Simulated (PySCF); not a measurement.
**C3H7AlO (SMILES C=[CH][AlH][O]C) at 3 levels**

Wanted: a comparison of 3 runs (HF/def2-SVP, HF/def2-TZVP, PBE0/def2-SVP) of C3H7AlO. Input form: a Python script.

Program for the calculation: PySCF 2.14.0.

## (1) The molecule

The species is C3H7AlO (12 atoms), meant as a singlet with charge 0. As SMILES, `C=[CH][AlH][O]C`. Geometry: a GFN2-xTB relaxation, a rough one for these elements and not checked as a minimum. This is one conformer, not always the lowest.

Bond lengths: C1–C2 1.332 Å, C2–Al3 1.987 Å, Al3–O4 1.647 Å, O4–C5 1.399 Å, C1–H6 1.084 Å, C1–H7 1.082 Å, C2–H8 1.091 Å, Al3–H9 1.533 Å, C5–H10 1.093 Å, C5–H11 1.093 Å, C5–H12 1.092 Å. Some angles: C1–C2–Al3 122.5°, C2–Al3–O4 124.2°, Al3–O4–C5 179.7°, C1–C2–H8 117.2°, Al3–C2–H8 120.3°, C2–C1–H6 123.6°, C2–C1–H7 121.1°, C2–Al3–H9 121.4°, O4–Al3–H9 114.4°, O4–C5–H10 110.0°.

## (2) Energy and gradient at HF/def2-SVP (run 1)

calc.py

```python
import pyscf.grad
from pyscf import gto

system = gto.M(
    atom='''
C       -2.337770       0.057970       0.392920
C       -1.541460      -0.691640       1.153890
Al       0.424830      -0.778410       0.881100
O        1.234130       0.043930      -0.294300
C        1.926660       0.737510      -1.292930
H       -3.411640       0.117310       0.524560
H       -1.936720       0.657480      -0.414240
H       -2.012720      -1.271080       1.949140
H        1.317950      -1.642700       1.777790
H        2.229590       1.719910      -0.923050
H        1.288300       0.870310      -2.169600
H        2.818860       0.179410      -1.585270
''',
    spin=0,
    verbose=4,
    basis='def2-svp',
    charge=0,
    max_memory=1860,
)

mf = system.RHF()
mf.conv_tol = 1e-10
mf.kernel()
if not mf.converged:
    mf = mf.newton().run(mf.mo_coeff, mf.mo_occ)

etot = mf.e_tot
print('Final energy', etot)
grad = mf.Gradients().kernel()
dip = mf.dip_moment()
pop, q = mf.mulliken_pop()
```

Command:

```bash
$ OMP_NUM_THREADS=1 python calc.py
```

The log of the run:

```text
PySCF version 2.14.0

[... 68 lines left out ...]
converged SCF energy = -434.252803634775
Final energy -434.2528036347745
[... 11 lines left out ...]
Dipole moment(X, Y, Z, Debye): -0.15456,  0.84911, -1.01676
[... 83 lines left out ...]
pop of  6 H 2py           0.00824
pop of  6 H 2pz           0.01206
pop of  7 H 1s            0.74944
pop of  7 H 2s            0.17344
pop of  7 H 2px           0.00671
pop of  7 H 2py           0.00761
pop of  7 H 2pz           0.01124
pop of  8 H 1s            0.73462
pop of  8 H 2s            0.53643
pop of  8 H 2px           0.00269
pop of  8 H 2py           0.00208
pop of  8 H 2pz           0.00218
pop of  9 H 1s            0.77238
pop of  9 H 2s            0.18962
pop of  9 H 2px           0.00485
pop of  9 H 2py           0.01529
pop of  9 H 2pz           0.00441
pop of  10 H 1s           0.77300
pop of  10 H 2s           0.19142
pop of  10 H 2px          0.00835
pop of  10 H 2py          0.00394
pop of  10 H 2pz          0.01221
pop of  11 H 1s           0.77184
pop of  11 H 2s           0.18842
pop of  11 H 2px          0.01332
pop of  11 H 2py          0.00728
pop of  11 H 2pz          0.00394
 ** Mulliken atomic charges  **
charge of    0C =     -0.03169
charge of    1C =     -0.48681
charge of    2Al =      1.11750
charge of    3O =     -0.81445
charge of    4C =      0.30779
charge of    5H =      0.05041
charge of    6H =      0.04394
charge of    7H =      0.05156
charge of    8H =     -0.27800
charge of    9H =      0.01346
charge of   10H =      0.01108
charge of   11H =      0.01520
```

Wall time 14 s (1 thread of Intel Xeon at 2.70GHz, shared host); peak memory 0.25 GiB.

## (3) Energy and forces at HF/def2-TZVP (run 2)

job.py

```python
# C=[CH][AlH][O]C
import pyscf.grad
from pyscf import gto

mol = gto.Mole()
mol.atom = '''
C     -2.337770     0.057970     0.392920
C     -1.541460    -0.691640     1.153890
Al     0.424830    -0.778410     0.881100
O      1.234130     0.043930    -0.294300
C      1.926660     0.737510    -1.292930
H     -3.411640     0.117310     0.524560
H     -1.936720     0.657480    -0.414240
H     -2.012720    -1.271080     1.949140
H      1.317950    -1.642700     1.777790
H      2.229590     1.719910    -0.923050
H      1.288300     0.870310    -2.169600
H      2.818860     0.179410    -1.585270
'''
mol.basis = 'def2-tzvp'
mol.max_memory = 1860
mol.verbose = 4
mol.build()

myscf = mol.RHF()
myscf.conv_tol = 1e-10
myscf.kernel()
if not myscf.converged:
    myscf = myscf.newton().run(myscf.mo_coeff, myscf.mo_occ)

e_final = myscf.e_tot
print('E(%s) = %.9f' % ('HF', e_final))
grad = myscf.Gradients().kernel()
myscf.analyze()
```

Command:

```bash
$ OMP_NUM_THREADS=1 python job.py
```

The log of the run:

```text
PySCF version 2.14.0

[... 96 lines left out ...]
MO #5   energy= -11.2049360023459  occ= 2
[... 17 lines left out ...]
MO #23  energy= -0.37356789529049  occ= 2
[... 17 lines left out ...]
MO #41  energy= 0.361010349332362  occ= 0
[... 17 lines left out ...]
MO #59  energy= 0.670432036713671  occ= 0
[... 17 lines left out ...]
MO #77  energy= 1.06565994047565   occ= 0
[... 17 lines left out ...]
MO #95  energy= 1.58622065195182   occ= 0
[... 17 lines left out ...]
MO #113 energy= 2.18080093468439   occ= 0
[... 17 lines left out ...]
MO #131 energy= 2.78352866988259   occ= 0
[... 17 lines left out ...]
MO #149 energy= 3.38287892298999   occ= 0
[... 17 lines left out ...]
MO #167 energy= 3.91567520850454   occ= 0
[... 17 lines left out ...]
MO #185 energy= 5.62221424038747   occ= 0
[... 17 lines left out ...]
MO #203 energy= 45.5850558345556   occ= 0
[... 179 lines left out ...]
pop of  7 H 2py           0.00042
pop of  7 H 2pz           0.00071
pop of  8 H 1s            1.20683
pop of  8 H 2s            0.00111
pop of  8 H 3s            0.00186
pop of  8 H 2px           0.00186
pop of  8 H 2py           0.00137
pop of  8 H 2pz           0.00142
pop of  9 H 1s            0.89968
pop of  9 H 2s            0.00526
pop of  9 H 3s            0.00217
pop of  9 H 2px           0.00017
pop of  9 H 2py           0.00124
pop of  9 H 2pz           0.00036
pop of  10 H 1s           0.90185
pop of  10 H 2s           0.00524
pop of  10 H 3s           0.00217
pop of  10 H 2px          0.00071
pop of  10 H 2py          0.00009
pop of  10 H 2pz          0.00098
pop of  11 H 1s           0.89957
pop of  11 H 2s           0.00535
pop of  11 H 3s           0.00220
pop of  11 H 2px          0.00103
pop of  11 H 2py          0.00059
pop of  11 H 2pz          0.00016
 ** Mulliken atomic charges  **
charge of    0C =     -0.17870
charge of    1C =     -0.41725
charge of    2Al =      0.97257
charge of    3O =     -0.73175
charge of    4C =     -0.00400
charge of    5H =      0.10344
charge of    6H =      0.09726
charge of    7H =      0.10168
charge of    8H =     -0.21444
charge of    9H =      0.09112
charge of   10H =      0.08896
charge of   11H =      0.09110
Dipole moment(X, Y, Z, Debye): -0.20728,  0.74919, -0.88233
```

It took 3.5 min on 1 thread of Intel Xeon at 2.70GHz, shared host; peak memory 0.13 GiB.

## (4) Energy and gradient at PBE0/def2-SVP (run 3)

start.xyz

```xyz
12

C     -2.337770     0.057970     0.392920
C     -1.541460    -0.691640     1.153890
Al     0.424830    -0.778410     0.881100
O      1.234130     0.043930    -0.294300
C      1.926660     0.737510    -1.292930
H     -3.411640     0.117310     0.524560
H     -1.936720     0.657480    -0.414240
H     -2.012720    -1.271080     1.949140
H      1.317950    -1.642700     1.777790
H      2.229590     1.719910    -0.923050
H      1.288300     0.870310    -2.169600
H      2.818860     0.179410    -1.585270
```

run.py

```python
from pyscf import gto, dft

mol = gto.Mole()
mol.atom = 'start.xyz'
mol.verbose = 4
mol.max_memory = 1860
mol.spin = 0
mol.charge = 0
mol.basis = 'def2-svp'
mol.build()

mf = dft.RKS(mol, xc='pbe0')
mf.conv_tol = 1e-10
mf.grids.level = 5
mf.kernel()
if not mf.converged:
    mf = mf.newton().run(mf.mo_coeff, mf.mo_occ)

etot = mf.e_tot
print('E = %.10f Eh' % etot)
grad = mf.nuc_grad_method().kernel()
dip = mf.dip_moment()
pop, q = mf.mulliken_pop()
```

Command:

```bash
$ OMP_NUM_THREADS=1 python run.py
```

The log of the run:

```text
PySCF version 2.14.0

[... 81 lines left out ...]
converged SCF energy = -435.619590450422
[... 13 lines left out ...]
Dipole moment(X, Y, Z, Debye): -0.11211,  0.85020, -1.01567
[... 83 lines left out ...]
pop of  6 H 2py           0.00783
pop of  6 H 2pz           0.01052
pop of  7 H 1s            0.73969
pop of  7 H 2s            0.18462
pop of  7 H 2px           0.00705
pop of  7 H 2py           0.00744
pop of  7 H 2pz           0.01000
pop of  8 H 1s            0.72709
pop of  8 H 2s            0.45690
pop of  8 H 2px           0.00237
pop of  8 H 2py           0.00185
pop of  8 H 2pz           0.00195
pop of  9 H 1s            0.75242
pop of  9 H 2s            0.19147
pop of  9 H 2px           0.00551
pop of  9 H 2py           0.01277
pop of  9 H 2pz           0.00472
pop of  10 H 1s           0.75354
pop of  10 H 2s           0.19357
pop of  10 H 2px          0.00773
pop of  10 H 2py          0.00484
pop of  10 H 2pz          0.01036
pop of  11 H 1s           0.75258
pop of  11 H 2s           0.19086
pop of  11 H 2px          0.01139
pop of  11 H 2py          0.00701
pop of  11 H 2pz          0.00455
 ** Mulliken atomic charges  **
charge of    0C =     -0.04803
charge of    1C =     -0.37070
charge of    2Al =      0.76780
charge of    3O =     -0.56529
charge of    4C =      0.16621
charge of    5H =      0.04568
charge of    6H =      0.04662
charge of    7H =      0.05120
charge of    8H =     -0.19016
charge of    9H =      0.03310
charge of   10H =      0.02996
charge of   11H =      0.03361
```

Wall time 65 s (1 thread of Intel Xeon at 2.70GHz, shared host); peak memory 1.1 GiB.

## (5) All runs side by side

```tsv
run	level	integration grid	energy (Eh)	dipole moment (D)	HOMO energy (eV)	LUMO energy (eV)	wall time
1	HF/def2-SVP	–	-434.252804	1.33	-10.16	2.23	14 s
2	HF/def2-TZVP	–	-434.559485	1.18	-10.17	1.94	3.5 min
3	PBE0/def2-SVP	5	-435.619590	1.33	-7.36	-0.87	65 s
```

## (6) Results

| quantity | value |
| --- | --- |
| run 3: total energy | -435.61959 Eh |
| run 3: dipole moment | 1.33 D |
| run 3: HOMO energy | -7.36 eV |
| run 3: LUMO energy | -0.87 eV |
| run 3: HOMO–LUMO gap | 6.49 eV |
| run 3: largest force on an atom | 1.630 eV/Å |

In words: The dipole moment (its size) runs from 1.18 D (HF/def2-TZVP) to 1.33 D (HF/def2-SVP). The HOMO–LUMO gap runs from 6.49 eV (PBE0/def2-SVP) to 12.39 eV (HF/def2-SVP). Exact exchange widens orbital gaps. All runs together took 4.8 min, the longest 3.5 min.
